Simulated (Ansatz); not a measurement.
**Alloy of ZnO and MgO (27 of 48 Zn sites exchanged), 96 atoms**

Aim: relax the alloy cell and compare the gap by PBEsol and HSE06.

All numbers are computed with Ansatz 0.2.0 (PAW, plane waves).

## (1) The starting cell

96 atoms (21 Zn, 27 Mg, 48 O); a = 9.811 Å, b = 11.328 Å, c = 10.217 Å, α = 90.00°, β = 90.00°, γ = 90.00°. All atoms were shaken off their sites by about 0.02 Å along each axis.

Steps to follow: (2) PBEsol cell relaxation at the single k point (¼, ¼, ¼), on 1 × NVIDIA H100 80GB HBM3 with 4 threads of AMD EPYC 7R13; (3) HSE06 single point at the Γ point alone, on 1 × NVIDIA H100 80GB HBM3 with 4 threads of AMD EPYC 7R13.

## (2) PBEsol relaxation of the cell and the positions

Input file in.yaml:

```yaml
crystal:
  lattice:
    - [9.810758, 0.000000, 0.000000]
    - [0.000000, 11.328487, 0.000000]
    - [0.000000, 0.000000, 10.216578]
  atoms:
    - { symbol: Zn, position: [0.163538, 0.084112, 0.247744] }
    - { symbol: Zn, position: [0.503592, 0.082166, 0.743118] }
    - { symbol: Zn, position: [0.333892, 0.332513, 0.247394] }
    - { symbol: Zn, position: [0.168944, 0.581469, 0.248579] }
    - { symbol: Zn, position: [0.005214, 0.834815, 0.746757] }
    - { symbol: Zn, position: [0.832827, 0.084705, 0.245544] }
    - { symbol: Zn, position: [0.831880, 0.080377, 0.744780] }
    - { symbol: Zn, position: [0.667878, 0.335356, 0.744225] }
    - { symbol: Zn, position: [0.497052, 0.584350, 0.748027] }
    - { symbol: Zn, position: [0.000545, 0.166441, 0.996765] }
    - { symbol: Zn, position: [0.334121, 0.166032, 0.493502] }
    - { symbol: Zn, position: [0.332633, 0.166979, 0.998143] }
    - { symbol: Zn, position: [0.162287, 0.417147, 0.996093] }
    - { symbol: Zn, position: [0.665168, 0.164703, 0.494916] }
    - { symbol: Zn, position: [0.502747, 0.417824, 0.500030] }
    - { symbol: Zn, position: [0.836238, 0.416204, 0.498926] }
    - { symbol: Zn, position: [0.665016, 0.667341, 0.496754] }
    - { symbol: Zn, position: [0.501636, 0.918311, 0.496139] }
    - { symbol: Zn, position: [0.501451, 0.915857, 0.999476] }
    - { symbol: Zn, position: [0.832656, 0.916562, 0.499658] }
    - { symbol: Zn, position: [0.835809, 0.912375, 0.996460] }
    - { symbol: Mg, position: [0.162871, 0.083406, 0.743355] }
    - { symbol: Mg, position: [0.997162, 0.334401, 0.252315] }
    - { symbol: Mg, position: [0.997168, 0.333706, 0.748034] }
    - { symbol: Mg, position: [0.501465, 0.084889, 0.243251] }
    - { symbol: Mg, position: [0.331757, 0.335042, 0.750238] }
    - { symbol: Mg, position: [0.167116, 0.584388, 0.745518] }
    - { symbol: Mg, position: [0.996361, 0.836910, 0.250086] }
    - { symbol: Mg, position: [0.664710, 0.331381, 0.245042] }
    - { symbol: Mg, position: [0.502026, 0.584108, 0.247434] }
    - { symbol: Mg, position: [0.334106, 0.830537, 0.247548] }
    - { symbol: Mg, position: [0.336695, 0.833029, 0.744878] }
    - { symbol: Mg, position: [0.835325, 0.584515, 0.245900] }
    - { symbol: Mg, position: [0.833635, 0.582741, 0.749730] }
    - { symbol: Mg, position: [0.667510, 0.833081, 0.249932] }
    - { symbol: Mg, position: [0.665860, 0.835064, 0.744674] }
    - { symbol: Mg, position: [0.997343, 0.166807, 0.497995] }
    - { symbol: Mg, position: [0.165443, 0.419149, 0.492712] }
    - { symbol: Mg, position: [0.001038, 0.664885, 0.498146] }
    - { symbol: Mg, position: [0.999129, 0.669407, 0.995640] }
    - { symbol: Mg, position: [0.666394, 0.164411, 0.997934] }
    - { symbol: Mg, position: [0.501972, 0.416883, 0.995672] }
    - { symbol: Mg, position: [0.335331, 0.661479, 0.498621] }
    - { symbol: Mg, position: [0.332604, 0.668387, 0.997023] }
    - { symbol: Mg, position: [0.165574, 0.915101, 0.495453] }
    - { symbol: Mg, position: [0.168989, 0.917248, 0.997022] }
    - { symbol: Mg, position: [0.834965, 0.416850, 0.996641] }
    - { symbol: Mg, position: [0.664985, 0.664873, 0.993587] }
    - { symbol: O, position: [0.999286, 0.164006, 0.192501] }
    - { symbol: O, position: [0.000861, 0.164243, 0.691479] }
    - { symbol: O, position: [0.333016, 0.168782, 0.190485] }
    - { symbol: O, position: [0.332067, 0.164223, 0.693784] }
    - { symbol: O, position: [0.167363, 0.417708, 0.191068] }
    - { symbol: O, position: [0.167656, 0.414816, 0.690209] }
    - { symbol: O, position: [0.999813, 0.667663, 0.189017] }
    - { symbol: O, position: [0.000672, 0.665379, 0.691734] }
    - { symbol: O, position: [0.668377, 0.167655, 0.189627] }
    - { symbol: O, position: [0.669669, 0.163520, 0.687526] }
    - { symbol: O, position: [0.499405, 0.414387, 0.195050] }
    - { symbol: O, position: [0.496194, 0.415425, 0.691310] }
    - { symbol: O, position: [0.332008, 0.668415, 0.191077] }
    - { symbol: O, position: [0.332189, 0.671436, 0.693128] }
    - { symbol: O, position: [0.167652, 0.917216, 0.191562] }
    - { symbol: O, position: [0.165322, 0.915896, 0.689765] }
    - { symbol: O, position: [0.831657, 0.415068, 0.190261] }
    - { symbol: O, position: [0.832546, 0.414340, 0.693185] }
    - { symbol: O, position: [0.666035, 0.669099, 0.189519] }
    - { symbol: O, position: [0.667559, 0.664101, 0.694638] }
    - { symbol: O, position: [0.502897, 0.917071, 0.193487] }
    - { symbol: O, position: [0.503289, 0.915970, 0.689820] }
    - { symbol: O, position: [0.834145, 0.919047, 0.192780] }
    - { symbol: O, position: [0.830459, 0.916020, 0.693420] }
    - { symbol: O, position: [0.167351, 0.084026, 0.440259] }
    - { symbol: O, position: [0.168499, 0.087578, 0.941593] }
    - { symbol: O, position: [0.997680, 0.332065, 0.444092] }
    - { symbol: O, position: [0.000614, 0.332293, 0.938933] }
    - { symbol: O, position: [0.501780, 0.084424, 0.442815] }
    - { symbol: O, position: [0.499249, 0.081930, 0.940939] }
    - { symbol: O, position: [0.333629, 0.330313, 0.442078] }
    - { symbol: O, position: [0.337434, 0.333117, 0.939900] }
    - { symbol: O, position: [0.168676, 0.586486, 0.445142] }
    - { symbol: O, position: [0.164925, 0.584541, 0.940310] }
    - { symbol: O, position: [0.000371, 0.836605, 0.441629] }
    - { symbol: O, position: [0.000988, 0.832512, 0.940951] }
    - { symbol: O, position: [0.830811, 0.083983, 0.440038] }
    - { symbol: O, position: [0.832851, 0.080589, 0.940685] }
    - { symbol: O, position: [0.665856, 0.330991, 0.440547] }
    - { symbol: O, position: [0.667987, 0.334098, 0.941307] }
    - { symbol: O, position: [0.496266, 0.581194, 0.443774] }
    - { symbol: O, position: [0.498555, 0.581102, 0.939411] }
    - { symbol: O, position: [0.331982, 0.832601, 0.445436] }
    - { symbol: O, position: [0.331603, 0.832707, 0.943021] }
    - { symbol: O, position: [0.835272, 0.584431, 0.444472] }
    - { symbol: O, position: [0.832335, 0.584338, 0.943402] }
    - { symbol: O, position: [0.666020, 0.836145, 0.440366] }
    - { symbol: O, position: [0.666636, 0.833407, 0.940943] }
  symmetry: { detect: false }
kpoints:
  mp_grid: { grid: [1, 1, 1], shift: [0.25, 0.25, 0.25] }
hamiltonian:
  xc: pbesol
scf:
  occupations: { method: fermi_dirac, width: 0.01 }
relax:
  f_tol: 0.03
  max_steps: 80
  escape_saddle: false
  adjacent_minimum: "off"
  cell: { fix: [alpha, beta, gamma] }
output:
  forces: true
  eigenvalues: true
  populations: true
  write_density: true
  write_potential: true
  elf: true
  volumetric_format: npy
```

Launch:

```
$ ansatz run in.yaml --threads 4 --pin off --max-ram 42750MiB --runs-dir r --events-out ev --progress --plain --backend cuda --devices 0, --max-vram 37GiB
```

After this run come: Single point with HSE06.

**Question.** What will these runs give? Wanted: for each run, top filled to lowest empty.

The runs gave:

```
             level        time   k points  top filled to lowest empty (eV)
PBEsol, relaxation  24 s (GPU)  (¼, ¼, ¼)                             2.80
             HSE06  81 s (GPU)          Γ                             3.82
```

```
     quantity                                                                        value
   relaxation                                             8 recorded steps, 0.85 eV gained
largest shift                                                                 0.08 Å (Zn2)
 relaxed cell  a = 9.775 Å, b = 11.297 Å, c = 10.289 Å, α = 90.00°, β = 90.00°, γ = 90.00°
   mean bonds                                                     Mg–O 1.973, O–Zn 1.978 Å
```

Relaxation gains 0.85 eV, with shifts up to 0.08 Å (Zn2), while the volume changes by +0.1 %. The mean lengths differ by only 0.00 Å, over all coordinations together. The relaxation ran on other k points, so part of any difference from the later rows can come from the mesh. With one k point the spacing samples only the states that fold onto it, so it can exceed the gap over the zone.
